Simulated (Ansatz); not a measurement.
**GaPNH (singlet): the correlation ladder at distance Ga1–P2 = 2.643 Å, cc-pVDZ**

An exercise on one series of results from a longer session: the logs are not shown, and one member is left open.

Computed with Ansatz 0.2.0, Gaussian basis. Level: cc-pVDZ, core rule «outside noble gas», up to 20 orbitals frozen.

The runs, in order: UHF; CCSD(T) on RHF; CCSD(T) on UHF; BCCD(T) on RHF; CISD; CCSDT(Q) on RHF; CCSDT(Q) on UHF; CASSCF and MRCISD+Q, 2 electrons in 2 orbitals; CASSCF and NEVPT2, 2 electrons in 2 orbitals.

23 further runs of the same task are left out: 2 for a known fault of the program, 19 that didn't finish, 2 set aside as unsound or not needed.

## The system

The geometry derives from a PBE0/def2-TZVP stationary point (not a proven minimum). One bond is set to the value named and the two fragments are kept rigid. No spin-orbit coupling is included. The filled d shell of Ga may be among the frozen orbitals whatever the setting's name suggests; the logs give the count.

4 atoms, charge 0, spin multiplicity 1.

Atoms are counted from 1 here; the program's logs count them from 0.

Bond lengths: Ga1–P2 2.643 Å, Ga1–H4 1.712 Å, P2–N3 1.484 Å. Angles: P2–Ga1–H4 56.7°, Ga1–P2–N3 162.7°.

Set-up of the first run:

Contents of in.yaml:

```yaml
crystal:
  periodic: [false, false, false]
  atoms:
    - {symbol: Ga, position_ang: [0.000000, 0.002103, 1.208897]}
    - {symbol: P, position_ang: [-0.000003, -0.146486, -1.429923]}
    - {symbol: N, position_ang: [0.000005, 0.214334, -2.869247]}
    - {symbol: H, position_ang: [0.000027, 1.377568, 0.189377]}
basis:
  gaussian: {orbitals: cc-pVDZ}
magnetization: {spin_polarized: true, initial_magnetization: 0}
hamiltonian: {xc: hf}
output: {orbitals: {seedname: orbitals}}
```

Started as:

```
$ ansatz run in.yaml --threads 1 --pin off --events-out ev --progress --plain --max-ram 2393MiB
```

Among the steps run: UHF; CCSD(T) on RHF; CCSD(T) on UHF; BCCD(T) on RHF; CISD; CCSDT(Q) on RHF; CCSDT(Q) on UHF; CASSCF and MRCISD+Q, 2 electrons in 2 orbitals; CASSCF and NEVPT2, 2 electrons in 2 orbitals.

One table of the session follows, with a row left open; its other results are not shown here.

It belongs to the step «Misses and costs». 

```
       method  from RCCSDT(Q) (meV)
          RHF              +10678.1
          UHF              +10444.2
         RMP2               +1162.6
         UMP2               +2359.5
        RCCSD                     ?
        UCCSD                +640.2
     RCCSD(T)                 +90.6
     UCCSD(T)                +156.1
      BCCD(T)                 +87.2
       RCCSDT                 +78.8
       UCCSDT                 +82.5
    RCCSDT(Q)                     0
    UCCSDT(Q)                  +0.9
  CASSCF pair               +9775.0
  MRCISD pair               +1629.1
MRCISD+Q pair                +386.5
```

Estimate the missing values for RCCSD.

**Answer.** from RCCSDT(Q) (meV): +613.6. In the column «from RCCSDT(Q) (meV)» it lies between MRCISD+Q pair (+386.5) and UCCSD (+640.2).

Not comparable, so not listed: CISD; CASSCF and NEVPT2, 2 electrons in 2 orbitals (they don't share determinant, frozen orbitals or solution with the rows shown, or repeat one).

Caveats from the session: The determinant is far from a pure spin state, so its energy mixes those of several spin states (harmless only where they are near-degenerate, as at dissociation). Warnings: restricted reference is unstable; spin contamination; large T1 diagnostic. Restricted and unrestricted rows rest on different reference determinants; where their highest levels disagree by more than a few hundredths of an eV, they describe different states and don't form one ladder. Warnings in the runs' records: passed over end.
